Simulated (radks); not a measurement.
**Nd inside a hard spherical wall**

The task here is to estimate one member of a computed series from the others.

Program: radks (a radial shooting solver on a logarithmic mesh, Libxc functionals) version 1. Level of theory: scalar-relativistic Kohn-Sham, PBE, spin-polarised, spherical densities, finite nucleus; open shells are filled with parallel spins first. These are calculated values, not measurements, unless marked.

## What is computed

```
element            : neodymium (Z = 60)
charge             : 0
electrons          : 60
configuration      : [Xe] 4f4 6s2
nuclear rms radius : 4.9123 fm
```

The outer shells:

Nd
```
[Xe] core
4f [↑ ][↑ ][↑ ][↑ ][  ][  ][  ]
6s [↑↓]
```

Set-up of the first run:

The run's settings:

```text
Z 60
configuration [Xe] 4f4 6s2 5d0 6p0 7s0
relativity scalar-relativistic
functional pbe,pbe
spin polarised
nucleus finite rms 4.9123 fm
c 137.035999084
```

Steps of the session up to this table: The free atom; Wall at 20 bohr; Wall at 15 bohr; Wall at 12 bohr; Wall at 7 bohr; Wall at 5 bohr; Wall at 3.5 bohr; Wall at 3 bohr; Wall at 2 bohr; Wall at 1.5 bohr.

One table of the session follows, with a row left open; its other results are not shown here.

| R (bohr) | E − E(free) (eV) | ε(4f) (eV) | ε(5d, empty) (eV) | ε(6p, empty) (eV) | ε(7s, empty) (eV) |
| --- | --- | --- | --- | --- | --- |
| free | 0.000 | -2.556 | -2.090 | -1.261 | - |
| 20 | 0.000 | -2.556 | -2.090 | -1.260 | 0.015 |
| 15 | 0.001 | -2.551 | -2.086 | -1.243 | 0.388 |
| 12 | ? | ? | ? | ? | ? |
| 7 | 1.640 | -1.036 | -0.688 | 1.530 | 11.185 |
| 5 | 10.372 | 2.171 | 2.723 | 9.800 | 34.118 |
| 3.5 | 58.156 | 11.734 | 13.924 | 39.462 | 101.94 |
| 3 | 119.79 | 20.521 | 25.042 | 68.171 | 161.09 |
| 2 | 714.46 | 69.683 | 104.20 | 256.04 | 513.25 |
| 1.5 | 2296.6 | 149.26 | 268.62 | 607.47 | 1125.4 |

Q: Estimate the row for R (bohr) = 12 from the others.

Worked estimate for «E − E(free) (eV)». A straight line through the neighbours (15, 0.001) and (7, 1.640) gives 0.001 + (1.640 − 0.001) × (12 − 15) / (7 − 15) = 0.616; a parabola fitted to 4 rows on both sides gives -0.666.

**Answer.** E − E(free) (eV): 0.018; ε(4f) (eV): -2.502; ε(5d, empty) (eV): -2.041; ε(6p, empty) (eV): -1.137; ε(7s, empty) (eV): 1.266. In «E − E(free) (eV)» the line misses by +0.598 and the parabola by -0.684. Between these rows the values bend or scatter more than so simple an estimate can follow.

From R = 5 bohr inwards the highest occupied level lies above zero, pushed up by confinement. Shells are not refilled when levels cross, and a hard wall is a model, not a crystal.
